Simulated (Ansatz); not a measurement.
# C4H12Ge: the cost of one run

Computed with Ansatz 0.2.0 (the levels named in each step, unless a step's input says otherwise).

**1. Starting point**

Bond lengths (14 of 16 bonds, heavy atoms first): C1–Ge2 1.988 Å, Ge2–C3 1.987 Å, Ge2–C4 1.987 Å, Ge2–C5 1.987 Å, C1–H6 1.086 Å, C1–H7 1.086 Å, C1–H8 1.086 Å, C3–H9 1.086 Å, C3–H10 1.086 Å, C3–H11 1.086 Å, C4–H12 1.086 Å, C4–H13 1.086 Å, C4–H14 1.086 Å, C5–H15 1.086 Å. Angles (14 of 30 angles, heavy atoms first): C1–Ge2–C3 109.9°, C1–Ge2–C4 109.8°, C1–Ge2–C5 109.3°, C3–Ge2–C4 109.4°, C3–Ge2–C5 109.0°, C4–Ge2–C5 109.5°, Ge2–C1–H6 111.1°, Ge2–C1–H7 110.7°, Ge2–C1–H8 110.6°, Ge2–C3–H9 110.5°, Ge2–C3–H10 111.2°, Ge2–C3–H11 110.8°, Ge2–C4–H12 110.8°, Ge2–C4–H13 110.9°.

Coordinates:

```xyz
17

C    -0.2276   -1.0609   -1.6680
Ge   -0.0024   -0.0011   -0.0016
C    -0.0639    1.9405   -0.4209
C    -1.4553   -0.4455    1.2790
C     1.7568   -0.4299    0.8166
H    -1.2099   -0.9019   -2.1028
H    -0.1156   -2.1223   -1.4670
H     0.5179   -0.7778   -2.4054
H     0.1470    2.5293    0.4675
H    -1.0423    2.2305   -0.7923
H     0.6733    2.1962   -1.1764
H    -2.4287   -0.2222    0.8520
H    -1.4343   -1.4997    1.5391
H    -1.3490    0.1287    2.1947
H     1.7990   -1.4703    1.1246
H     2.5636   -0.2535    0.1114
H     1.9338    0.1876    1.6925
```

**2. A rough first relaxation, PBE-D4/def2-SVPD**

Input file input.yaml:

```yaml
crystal:
  periodic: [false, false, false]
  atoms:
    - { symbol: C, position_ang: [-0.22761, -1.06086, -1.66799] }
    - { symbol: Ge, position_ang: [-0.00241, -0.00106, -0.00165] }
    - { symbol: C, position_ang: [-0.06389, 1.94055, -0.42086] }
    - { symbol: C, position_ang: [-1.45531, -0.44551, 1.27904] }
    - { symbol: C, position_ang: [1.75677, -0.42987, 0.81663] }
    - { symbol: H, position_ang: [-1.20989, -0.90192, -2.10277] }
    - { symbol: H, position_ang: [-0.11563, -2.12225, -1.46699] }
    - { symbol: H, position_ang: [0.51788, -0.77775, -2.40536] }
    - { symbol: H, position_ang: [0.14702, 2.52925, 0.46749] }
    - { symbol: H, position_ang: [-1.04228, 2.23054, -0.79234] }
    - { symbol: H, position_ang: [0.67332, 2.19622, -1.17645] }
    - { symbol: H, position_ang: [-2.42869, -0.22223, 0.85204] }
    - { symbol: H, position_ang: [-1.43427, -1.49972, 1.53913] }
    - { symbol: H, position_ang: [-1.34903, 0.12869, 2.19465] }
    - { symbol: H, position_ang: [1.79897, -1.47025, 1.12463] }
    - { symbol: H, position_ang: [2.56362, -0.25346, 0.11142] }
    - { symbol: H, position_ang: [1.93377, 0.18758, 1.69255] }
basis:
  gaussian: { orbitals: def2-SVPD }
hamiltonian:
  xc: pbe
  dispersion: d4
relax:
  f_tol: 0.03
  max_steps: 200
```

Run with:

```bash
$ ansatz run input.yaml --threads 8 --pin off --max-ram 22528MiB --backend cpu --events-out ev --progress --plain --runs-dir out
```

What time and memory should one allow on 8 threads of Arm Neoverse V1, shared host?

About 7.2 s, with a peak of 0.36 GiB.
